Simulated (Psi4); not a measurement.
**SnH2F (SMILES [F][SnH2]) at 6 levels**

Wanted: a comparison of 6 runs (UHF/STO-3G, UBLYP/STO-3G, UPBE/3-21G, U-r2SCAN-3c/def2-mTZVPP, UPBE0/def2-TZVP, UMP2/def2-TZVP) of SnH2F. 

The calculation is run with Psi4 1.11.

3 further runs of the same task are left out: 3 set aside as unsound or not needed.

### 1 Starting point

SnH2F has 4 atoms, charge 0, and is taken as a doublet. As SMILES, `[F][SnH2]`. Geometry: relaxed at PBE0-D4/def2-TZVP.

Bond lengths: F1–Sn2 1.932 Å, Sn2–H3 1.726 Å, Sn2–H4 1.726 Å. Angles: F1–Sn2–H3 103.3°, F1–Sn2–H4 103.3°, H3–Sn2–H4 113.3°.

### 2 Energy and gradient at UHF/STO-3G (run 1)

Input file fh2sn.in:

```
memory 1600 MB

molecule {
  0 2
  F
  Sn 1 1.9318
  H 2 1.726384 1 103.33191
  H 2 1.726338 3 113.26008 1 111.0924
  symmetry c1
}

set {
  basis         STO-3G
  reference     uhf
  puream        true
  e_convergence 1e-09
  d_convergence 1e-08
  scf_type      pk
  maxiter       200
}

energy_value, wavefunction = gradient("scf", return_wfn=True)
```

On the command line:

```bash
$ psi4 -i fh2sn.in -o fh2sn.out -n 1
```

fh2sn.out:

```text
[...]
  Running in c1 symmetry.
[...]
  Nuclear repulsion =  157.420759599608942
[...]
  Multiplicity = 2
[...]
  Nalpha       = 31
  Nbeta        = 30
[...]
    Number of basis functions: 34
[...]
   @UHF iter   1: -6062.32378746958420   -3.31831e+00   1.10700e-02 DIIS/ADIIS
[...]
   @UHF iter  14: -6062.45067040768208   -5.45697e-12   9.64765e-09 DIIS
[...]
   @S^2 Observed:                7.530111581E-01
[...]
  @UHF Final Energy: -6062.45067040768208
   => Energetics <=
    Nuclear Repulsion Energy =            157.4207595996089424
    One-Electron Energy =               -8703.0004348506536189
    Two-Electron Energy =                2483.1290048433629636
    Total Energy =                      -6062.4506704076820824
  UHF NO Occupations:
  HONO-2 :   29  A 1.9998680
  HONO-1 :   30  A 1.9986540
[...]
 Multipole Moments:
 ------------------------------------------------------------------------------------
     Multipole            Electronic (a.u.)      Nuclear  (a.u.)        Total (a.u.)
 ------------------------------------------------------------------------------------
 L = 1.  Multiply by 2.5417464519 to convert [e a0] to [Debye]
 Dipole X            :          1.9289014           -1.5763883            0.3525130
 Dipole Y            :          1.1534849           -0.9426577            0.2108272
 Dipole Z            :          2.6990580           -1.9843884            0.7146696
 Magnitude           :                                                    0.8242974
[...]
  -Total Gradient:
     Atom            X                  Y                   Z
    ------   -----------------  -----------------  -----------------
       1       -0.001416944291    -0.000849414247    -0.015294139797
       2        0.024620460307     0.014736403373     0.006507422891
       3        0.002820739265    -0.031070326348     0.004392629348
       4       -0.026024255267     0.017183337229     0.004394087777
[...]
```

Wall time 2 s (1 thread of Intel Xeon 6975P-C (Granite Rapids), shared host); peak memory 0.19 GiB.

### 3 Energy and forces at UBLYP/STO-3G (run 2)

Input file input.dat:

```
memory 1600 mb

molecule {
  0 2
  F     -2.93398878    -0.35904796     1.21074753
  Sn     0.05347925    -0.45769167    -0.88495874
  H      2.23762470    -1.99252723     0.99040546
  H      0.74776463     2.69512740    -1.35436671
  units au
  symmetry c1
}

set reference uks
set puream true
set e_convergence 1e-09
set d_convergence 1e-08
set scf_type pk
set dft_radial_points 99
set dft_spherical_points 590
set maxiter 200

result, w = gradient("blyp/STO-3G", return_wfn=True)
oeprop(w, "MULLIKEN_CHARGES", "DIPOLE", "QUADRUPOLE")
print_variables()
```

On the command line:

```bash
$ psi4 -i input.dat -o output.dat -n 1
```

output.dat:

```text
[...]
  Running in c1 symmetry.
[...]
  Nuclear repulsion =  157.420770981472657
[...]
  Multiplicity = 2
[...]
  Nalpha       = 31
  Nbeta        = 30
[...]
    Number of basis functions: 34
[...]
   @UKS iter   1: -6064.26267925093634   -1.81492e+00   2.07649e-02 DIIS/ADIIS
[...]
   @UKS iter  12: -6064.69174769741949   -6.36646e-12   8.54473e-09 DIIS
[...]
   @S^2 Observed:                7.503444289E-01
[...]
  @UKS Final Energy: -6064.69174769741949
   => Energetics <=
    Nuclear Repulsion Energy =            157.4207709814726570
    One-Electron Energy =               -8702.1590957421994972
    Two-Electron Energy =                2652.7586962966579449
    DFT Exchange-Correlation Energy =    -172.7121192333502222
    Empirical Dispersion Energy =           0.0000000000000000
    VV10 Nonlocal Energy =                  0.0000000000000000
    Total Energy =                      -6064.6917476974194869
[...]
  -Total Gradient:
     Atom            X                  Y                   Z
    ------   -----------------  -----------------  -----------------
       1       -0.000027778507    -0.000618673571    -0.001216107663
       2       -0.016296148014    -0.007274904774    -0.004209572618
       3        0.013828233887    -0.013849142216     0.011606024191
       4        0.002514527922     0.021739247120    -0.006199262627
[...]
 Multipole Moments:
 ------------------------------------------------------------------------------------
     Multipole            Electronic (a.u.)      Nuclear  (a.u.)        Total (a.u.)
 ------------------------------------------------------------------------------------
 L = 1.  Multiply by 2.5417464519 to convert [e a0] to [Debye]
 Dipole X            :          0.7333321           -0.6954581            0.0378740
 Dipole Y            :         -1.0517158            0.9886506           -0.0630652
 Dipole Z            :         -2.5689930            2.4187411           -0.1502519
 Magnitude           :                                                    0.1672941
 L = 2.  Multiply by 1.3450342976 to convert [e a0^2] to [Debye ang]
 Quadrupole XX       :        -98.4915186           76.1356053          -22.3559133
 Quadrupole XY       :          3.0078107           -2.8406337            0.1671771
[...]
```

It took 5.7 s on 1 thread of Intel Xeon 6975P-C (Granite Rapids), shared host; peak memory 0.36 GiB.

Runs 3 to 5 aren't shown in full; the table further down has their settings and results.

### 4 A single-point energy at UMP2/def2-TZVP (core potential) (run 6)

Input file job.inp:

```
memory 1600 MB

molecule mol {
  0 2
  F     -1.552600    -0.190000     0.640700
  Sn     0.028300    -0.242200    -0.468300
  H      1.184100    -1.054400     0.524100
  H      0.395700     1.426200    -0.716700
  units angstrom
  symmetry c1
}

set reference uhf
set puream true
set e_convergence 1e-09
set d_convergence 1e-08
set scf_type pk
set num_frozen_docc 5
set mp2_type conv
set maxiter 200

E = energy("mp2/def2-TZVP")
```

On the command line:

```bash
$ psi4 -i job.inp -o job.out -n 1
```

job.out:

```text
[...]
    !!!  WARNING: ECP capability is in beta. Please check occupations closely.  !!!
[...]
  Running in c1 symmetry.
[...]
  Nuclear repulsion =   71.224961374238049
[...]
  Multiplicity = 2
[...]
  Nalpha       = 17
  Nbeta        = 16
[...]
    Number of basis functions: 93
[...]
   @UHF iter   1:  -313.90237972621662   -1.80305e+00   5.29569e-03 ADIIS/DIIS
[...]
   @UHF iter  14:  -313.99099104107859   -5.57066e-12   7.05321e-09 DIIS
[...]
   @S^2 Observed:                7.559953739E-01
[...]
    Orbital Energies [Eh]
    ---------------------
    Alpha Occupied:
       1A    -26.226705     2A     -5.892842     3A     -4.085264
       4A     -4.080507     5A     -4.077590     6A     -1.516430
       7A     -1.350125     8A     -1.349568     9A     -1.345154
      10A     -1.344294    11A     -1.337255    12A     -0.700767
      13A     -0.599809    14A     -0.595766    15A     -0.563559
      16A     -0.475053    17A     -0.349049
    Alpha Virtual:
      18A      0.057012    19A      0.104854    20A      0.113891
      21A      0.173192    22A      0.178876    23A      0.221028
      24A      0.263482    25A      0.299782    26A      0.305311
[...]
  @UHF Final Energy:  -313.99099104107859
   => Energetics <=
    Nuclear Repulsion Energy =             71.2249613742380490
    One-Electron Energy =                -659.1484909438518116
    Two-Electron Energy =                 273.9325385285351331
    Total Energy =                       -313.9909910410785869
  UHF NO Occupations:
  HONO-2 :   15  A 1.9992396
  HONO-1 :   16  A 1.9982056
[...]
 Multipole Moments:
 ------------------------------------------------------------------------------------
     Multipole            Electronic (a.u.)      Nuclear  (a.u.)        Total (a.u.)
 ------------------------------------------------------------------------------------
 L = 1.  Multiply by 2.5417464519 to convert [e a0] to [Debye]
 Dipole X            :         12.3003313          -11.3966557            0.9036756
 Dipole Y            :         -1.7979481            1.6850364           -0.1129117
 Dipole Z            :        -11.4116776           10.6115281           -0.8001496
 Magnitude           :                                                    1.2122780
[...]
	SCS-MP2 Total Energy (a.u.)        :  -314.51424430148739
	SOS-MP2 Total Energy (a.u.)        :  -314.45917614478242
	SCSN-MP2 Total Energy (a.u.)       :  -314.28175090848089
[...]
	SOS-PI-MP2 Total Energy (a.u.)     :  -314.53720699539974
[...]
	MP2 Total Energy (a.u.)            :  -314.54634976428008
[...]
```

It took 6.7 s on 1 thread of Intel Xeon 6975P-C (Granite Rapids), shared host; peak memory 0.51 GiB.

### 5 Overview of the runs

```
run                                     level         integration grid      task   energy (Eh)  dipole moment (D)  HOMO energy (eV)  LUMO energy (eV)  wall time
  1                                UHF/STO-3G                        –  gradient  -6062.450670               2.10             -5.88              4.63        2 s
  2                              UBLYP/STO-3G  99 radial × 590 angular  gradient  -6064.691748               0.43             -1.34             -0.24      5.7 s
  3                                UPBE/3-21G  99 radial × 590 angular  gradient  -6098.626371               1.79             -5.01             -4.00      7.2 s
  4  U-r2SCAN-3c/def2-mTZVPP (core potential)  75 radial × 302 angular    energy   -315.402564               2.59             -5.95             -4.11      8.1 s
  5          UPBE0/def2-TZVP (core potential)  99 radial × 590 angular  gradient   -315.278968               2.70             -6.72             -3.60       18 s
  6           UMP2/def2-TZVP (core potential)                        –    energy   -314.546350                  –             -9.50             -0.12      6.7 s
```

### 6 Outcome

| quantity | value |
| --- | --- |
| run 6: total energy | -314.54635 Eh |
| run 6: HOMO energy (Hartree–Fock orbitals) (highest over α and β) | -9.50 eV |
| run 6: LUMO energy (Hartree–Fock orbitals) (lowest over α and β) | -0.12 eV |
| run 6: correlation energy (5 core orbitals frozen) | -555.4 mEh |
| run 6: ⟨S²⟩ of the reference determinant | 0.756 |

In words: Over runs 1, 2, 3, 4, 5 the dipole moment (its size) runs from 0.43 D (UBLYP/STO-3G) to 2.70 D (UPBE0/def2-TZVP). The two ends differ in method and basis and core potential. Totals of different functionals can't be ranked against each other. Some runs of one species differ in core potentials or relativity; totals across that change don't compare. In runs 1, 2 the basis is minimal, so the values are rough. In runs 1, 2, 3 relativity is left out where basis or elements ask for it. All runs together took 47 s, the longest 18 s.
